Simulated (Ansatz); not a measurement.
# The silver atom: small, medium and large basis sets

How large a basis does the silver atom need? Two functionals are run in growing sets.

The runs use Ansatz 0.2.0, Gaussian basis; one geometry, several basis sets.

Plan: PBE0/def2-SVP; ωB97M-V/def2-SVP; PBE0/def2-QZVPP; ωB97M-V/def2-QZVPP; the functionals' def2-TZVPP values are taken from earlier runs.

## (1) The atom

SMILES `[Ag]`, 1 atom, charge 0, spin multiplicity 2.

Ag takes the def2 core potential; no spin-orbit term is included.

## (2) PBE0 in def2-SVP

Contents of in.yaml:

```yaml
crystal:
  periodic: [false, false, false]
  atoms:
    - {symbol: Ag, position_ang: [0.000000, 0.000000, 0.000000]}
basis:
  gaussian: {orbitals: def2-SVP}
magnetization: {spin_polarized: true, initial_magnetization: 1}
hamiltonian: {xc: pbe0}
output: {orbitals: {seedname: orbitals}}
```

After this run come: ωB97M-V in def2-SVP; PBE0 in def2-QZVPP; ωB97M-V in def2-QZVPP.

**Question.** What will the summary of the whole plan be? Wanted: PBE0: double and triple zeta above quadruple; ωB97M-V: double and triple zeta above quadruple.

As calculated:

```
                                       quantity          value
   PBE0: double and triple zeta above quadruple  1.03, 0.05 eV
ωB97M-V: double and triple zeta above quadruple  1.10, 0.06 eV
```

**Reading.** For PBE0 the step from double to triple zeta gains 0.99 eV and the next only 0.05 eV. Total energies overstate the basis error of differences, where much of it tends to cancel.
